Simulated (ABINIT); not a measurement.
MgB:

```
CELL_PARAMETERS angstrom
2.89515 0.00000 0.00000
0.00000 2.89515 0.00000
0.00000 0.00000 2.89515
ATOMIC_POSITIONS crystal
Mg 0.00000 0.00000 0.00000
B 0.50000 0.50000 0.50000
```

The cell was built by a generator and needn't be a form met in nature.

Base run:

```yaml
Program: ABINIT 10.8.3 (patched build)
Functional: PBEsol
Potentials_or_basis: PseudoDojo NC SR PBEsol v0.4.1 standard
Cutoff: 1034 eV
k_mesh: 7 × 7 × 7
Occupations: fermi-dirac, width 0.05 eV
Spin: no spin polarisation
```

Its results: band gap on the k mesh none (metal or under the smearing width); pressure -1.9 GPa.

**Question.** The run is repeated on the same cell with these changes: functional from PBEsol to LDA; potentials or basis from PseudoDojo NC SR PBEsol v0.4.1 standard to PseudoDojo NC SR LDA v0.4 stringent; cutoff from 1034 eV to 1143 eV. What comes out?

**Answer.** Band gap on the k mesh none (metal or under the smearing width); pressure -4.3 GPa.

Not every run made on this cell is shown here.
